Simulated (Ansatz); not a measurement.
# CH₃GaMg (SMILES [CH2]1[Mg][GaH]1): functionals against CCSD(T) at one geometry

An exercise on one series of results from a longer session: the logs are not shown, and one member is left open.

Program: Ansatz 0.2.0, Gaussian basis. Level of theory: single points in def2-TZVPP. These are calculated values, not measurements.

Correlated methods freeze the cores. Filled d shells of the heavier atoms are correlated. The outer core shell of Li, Na, Mg and K is correlated.

**The system as given**

SMILES `[CH2]1[Mg][GaH]1`, 6 atoms, charge 0, spin multiplicity 1.

Atoms are counted from 1 here; the program's logs count them from 0.

Bond lengths: C1–Mg2 1.994 Å, C1–H4 1.209 Å, C1–H5 0.972 Å, Ga3–H6 1.875 Å. Angles: Mg2–C1–H4 107.6°, Mg2–C1–H5 114.1°, H4–C1–H5 112.4°.

Geometry (Å):

```
atom    x (Å)    y (Å)    z (Å)
  C1  -0.1783  -0.3602  -0.6455
 Mg2   1.1783  -1.7364  -0.1542
 Ga3   0.6179   0.6316   1.5337
  H4  -1.2384  -0.9246  -0.7866
  H5   0.0624   0.1761  -1.4199
  H6  -0.4115   2.1648   1.8581
```

The first run:

Input file run/in.yaml:

```yaml
crystal:
  periodic: [false, false, false]
  atoms:
    - {symbol: C, position_ang: [-0.178300, -0.360200, -0.645500]}
    - {symbol: Mg, position_ang: [1.178300, -1.736400, -0.154200]}
    - {symbol: Ga, position_ang: [0.617900, 0.631600, 1.533700]}
    - {symbol: H, position_ang: [-1.238400, -0.924600, -0.786600]}
    - {symbol: H, position_ang: [0.062400, 0.176100, -1.419900]}
    - {symbol: H, position_ang: [-0.411500, 2.164800, 1.858100]}
basis:
  gaussian: {orbitals: def2-TZVPP}
correlation: {method: ccsd_t}
output: {forces: true}
```

No record of the launch command was kept for these runs.

Steps of the session up to this table: CCSD(T)/def2-TZVPP; PBE0-D4/def2-TZVPP; wB97M-V/def2-TZVPP; r2SCAN-D4/def2-TZVPP; PBE-D4/def2-TZVPP; HSE06-D4/def2-TZVPP; SPW92/def2-TZVPP.

One table of the session follows, with a row left open; its other results are not shown here.

| method | RMS force component (eV/Å) | angle to CCSD(T) forces (°) | dipole (D) |
| --- | --- | --- | --- |
| CCSD(T) | 2.323 | reference | 4.30 |
| PBE0-D4 | ? | ? | ? |
| wB97M-V | 2.322 | 2.9 | 5.41 |
| r2SCAN-D4 | 2.322 | 2.7 | 4.53 |
| PBE-D4 | 2.332 | 3.1 | 4.26 |
| HSE06-D4 | 2.346 | 2.5 | 4.65 |
| SPW92 | 2.395 | 5.3 | 4.33 |

**Question.** Estimate the row for PBE0-D4.

**Answer.** RMS force component (eV/Å): 2.346; angle to CCSD(T) forces (°): 2.5; dipole (D): 4.70.
